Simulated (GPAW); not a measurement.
Runs of GPAW 26.7.0 on Ag. The cell holds a slab with vacuum, 6 atoms: a = 2.889 Å, b = 2.889 Å, c = 25.215 Å, α = 90.00°, β = 90.00°, γ = 90.00°. The slab is cut from a database's or a generator's crystal, which needn't be the stable form of the element.

| task | level | potentials or basis | cell | series job | gap on the mesh (eV) | largest force (eV/Å) | work function (eV) |
| --- | --- | --- | --- | --- | --- | --- | --- |
| single point | WC | PAW data sets generated in the run's folder for this functional, pw | the (1 0 0) slab of Ag, cut from the database cell, not relaxed | - | none | 0.26 | 4.42 |
| single point | PBEsol | PAW data sets generated in the run's folder for this functional, pw | the (1 0 0) slab of Ag, cut from the database cell, not relaxed | - | none | 0.29 | 4.44 |
| single point | PBE | GPAW PAW data sets (gpaw-data 1.2.1), pw | the (1 0 0) slab of Ag, cut from the database cell, not relaxed | - | none | (b) | (a) |
| single point | vdW-DF-cx | GPAW PAW data sets (gpaw-data 1.2.1), pw | the (1 0 0) slab of Ag, cut from the database cell, not relaxed | - | none | 0.14 | 4.44 |
| single point | LDA | the program's PAW data sets (release 1.2.1) made for this functional, pw | the (1 0 0) slab of Ag, cut from the database cell, not relaxed | - | none | 0.54 | 4.74 |
| single point | BEEF-vdW | GPAW PAW data sets (gpaw-data 1.2.1), pw | the (1 0 0) slab of Ag, cut from the database cell, not relaxed | - | none | 0.48 | 4.43 |
| single point | RPBE | the program's PAW data sets (release 1.2.1) made for this functional, pw | the (1 0 0) slab of Ag, cut from the database cell, not relaxed | - | none | 0.30 | 4.10 |

Alike in all rows: no spin polarisation; k mesh 9 × 9 × 1; cutoff (eV) 450; smearing fermi-dirac 0.05 eV.

Fill in the values left out.

(a) 4.31; (b) 0.17.

Caveats: the PAW data sets were made with another functional, which shifts forces and pressure a little (some runs).

A k mesh can miss the band edges, and the runs leave out spin-orbit coupling on Ag.

A gap of «none» marks a metal or a gap under the smearing width.
